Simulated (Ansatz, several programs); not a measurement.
An ordered 6-atom cell of Sr₂MgTe₃ on the rocksalt lattice (I4/mmm), relaxed with PBE in Ansatz (plane waves, PAW): space group I4/mmm (No. 139), tetragonal; conventional cell a = 4.636 Å, c = 19.277 Å, 34.53 Å³ an atom. Around Mg lie 6 Te at 3.03–3.28 Å; around Te lie 1 Mg at 3.03 Å and 5 Sr at 3.28–3.41 Å; around Sr lie 6 Te at 3.20–3.41 Å; around Te lie 2 Sr at 3.20 Å and 4 Mg at 3.28 Å. The cell was then scaled with its shape and fractional coordinates held, which makes it stiffer than a relaxed compression. Values at 0 K without nuclear motion; spin polarisation is off, and the phase may be a hypothetical one.

```
V (Å³/atom)  E (meV/atom)
     32.458         15.26
     33.494          3.62
     34.530          0.00
     36.601         12.29
```

Q: Pass a cubic E = c₀ + c₁u + c₂u² + c₃u³, with u = V − 34.271 Å³, through these points.

A: c₀ = 0.21, c₁ = -1.684, c₂ = 3.341, c₃ = -0.1693 (meV and Å³).

Q: Where is the minimum, and what bulk modulus follows?

A: dE/du = 0 at u = +0.257, so V₀ = 34.53 Å³. B = V₀ d²E/dV² = 34.53 × (2c₂ + 6c₃u) = 34.53 × 6.422 = 222 meV/Å³, and 1 meV/Å³ is 0.16022 GPa: 36 GPa. A third-order Birch-Murnaghan fit to all five points gives 34.53 Å³ and 35 GPa.

Q: Predict the energy and the pressure at the withheld volume, 35.566 Å³.

A: With u = +1.295: E ≈ 3.26 meV and P = −dE/dV ≈ -0.98 GPa. The run gives 3.22 meV and, from its stress, -0.97 GPa.
